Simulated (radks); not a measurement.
**Rb⁹⁺ in [Ne] 3p6 3d10 4s2: an all-electron calculation**

One table from this session's results is given with a row withheld; the runs are named, their logs left out.

Method: Dirac Kohn-Sham, PBE, spin-unpolarised, spherical densities, point nucleus. Code: radks (a radial shooting solver on a logarithmic mesh, Libxc functionals) version 1.

**The system**

```
element       : rubidium (Z = 37)
charge        : +9
electrons     : 28
configuration : [Ne] 3p6 3d10 4s2
```

Outer shells as boxes (Hund's rule):

Rb⁹⁺
```
[Ne] core
3p [↑↓][↑↓][↑↓]
3d [↑↓][↑↓][↑↓][↑↓][↑↓]
4s [↑↓]
```

Set-up of the first run:

Settings of this run:

```text
Z 37
configuration [Ne] 3p6 3d10 4s2 3s0 4p0 4d0 4f0
relativity Dirac
functional pbe,pbe
spin unpolarised
j_filling energy
nucleus point
c 137.035999084
```

One of the session's tables, all rows but one given; the rest of the session is left out.

It belongs to the step «Radial structure». Sizes of the orbitals, from the radial functions (bohr):

| level | <r> | outermost maximum (interpolated) | 90 % within | nodes |
| --- | --- | --- | --- | --- |
| 1s1/2 | 0.04028 | 0.0263 | 0.0721 | 0 |
| 2s1/2 | 0.1774 | 0.150 | 0.275 | 1 |
| 2p1/2 | 0.1520 | 0.117 | 0.249 | 0 |
| 2p3/2 | 0.1561 | 0.121 | 0.254 | 0 |
| 3s1/2 | 0.4996 | 0.447 | 0.738 | 2 |
| 3p1/2 | 0.4969 | 0.435 | 0.751 | 1 |
| 3p3/2 | 0.5063 | 0.443 | 0.765 | 1 |
| 3d3/2 | 0.4899 | 0.381 | 0.784 | 0 |
| 3d5/2 | 0.4929 | 0.384 | 0.788 | 0 |
| 4s1/2 | ? | ? | ? | ? |
| 4p1/2 | 1.239 | 1.16 | 1.78 | 2 |
| 4p3/2 | 1.255 | 1.17 | 1.80 | 2 |
| 4d3/2 | 1.400 | 1.30 | 2.05 | 1 |
| 4d5/2 | 1.405 | 1.30 | 2.06 | 1 |
| 4f5/2 | 1.604 | 1.41 | 2.38 | 0 |
| 4f7/2 | 1.604 | 1.41 | 2.38 | 0 |

**Question.** Estimate the row for 4s1/2.

As computed: <r>: 1.176; outermost maximum (interpolated): 1.10; 90 % within: 1.68; nodes: 3. In the column «<r>» it lies between 3p3/2 (0.5063) and 4p1/2 (1.239).
